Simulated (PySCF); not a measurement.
**CuHF: relaxation and vibrations of the doublet**

Aim: relax CuHF as a doublet from a linear start, check by its vibrations whether the end is a minimum, and collect its spectrum and constants.

Method: PBE0, basis Cu def2-TZVP, H def2-TZVP, F def2-TZVP, no relativity, density fitting; program: PySCF 2.14.0.

### Step 1. Where the work starts

3 atoms, charge 0, spin multiplicity 2.

Bond lengths: Cu1–H2 1.440 Å, Cu1–F3 1.760 Å. Angles: H2–Cu1–F3 180.0°.

```xyz
3
charge 0 multiplicity 2
Cu    0.0000    0.0000    0.0000
H     0.0000    0.0000   -1.4400
F     0.0000    0.0000    1.7600
```

### Step 2. First SCF at the start

The steps below are one call of a driver around PySCF. For each, scf.py gives the equivalent set-up of the SCF; relaxations use the driver's own optimiser. After this first run the driver tries any further starts and a stability analysis.

The input, scf.py:

```python
from pyscf import gto, scf, dft
mol = gto.M(atom='''
Cu     0.000000     0.000000     0.000000
H      0.000000     0.000000    -1.440000
F      0.000000     0.000000     1.760000''',
    basis={'Cu': 'def2-TZVP', 'H': 'def2-TZVP', 'F': 'def2-TZVP'},
    charge=0, spin=1)
mf = dft.UKS(mol, xc='PBE0')
mf.grids.atom_grid = (50, 194)
aux = {'Cu': 'def2-universal-JKFIT', 'H': 'def2-universal-JKFIT', 'F': 'def2-universal-JKFIT'}
mf = mf.density_fit(auxbasis=aux)
mf.conv_tol = 1e-08
mf.diis_space = 10
mf.max_cycle = 60
mf.init_guess = 'minao'
mf.verbose = 4
mf.kernel()
```

Command:

```
OMP_NUM_THREADS=2 python axn.py task.json out
```

Further steps of the session: Relaxation: linear start, doublet; Vibrations and properties at this point.

What does the calculation give? Wanted: minimum; geometry; wavenumbers; dipole moment; highest occupied, lowest empty level; polar-tensor charge of Cu1; zero-point energy; atomisation energy; ⟨S²⟩.

**Answer**, as computed:

```
                                          quantity                                      value
                                           minimum                               doublet, C∞v
                                          geometry  Cu–F 1.754 Å, Cu–H 1.483 Å; F–Cu–H 180.0°
                                wavenumbers (cm⁻¹)               490 (π), 641 (σ+), 1989 (σ+)
                                     dipole moment                                     2.42 D
highest occupied, lowest empty level (either spin)                            -9.37, -5.39 eV
                        polar-tensor charge of Cu1                                    +1.15 e
                                 zero-point energy                                21.6 kJ/mol
                               entropy at 298.15 K                            238.5 J/(mol K)
         atomisation energy (no zero-point energy)                                 549 kJ/mol
                                              ⟨S²⟩                                      0.754
```

The molecule stays C∞v, as typed, and the end point is a minimum. In the infrared the band at 1989 cm⁻¹ (σ+, stretch) leads. Most of the spin sits on Cu1 (Mulliken spin 0.89, against 1 for the whole molecule). Other starts or spin states, not run here, may lie lower. One determinant may miss the lowest occupation of an open d or f shell.
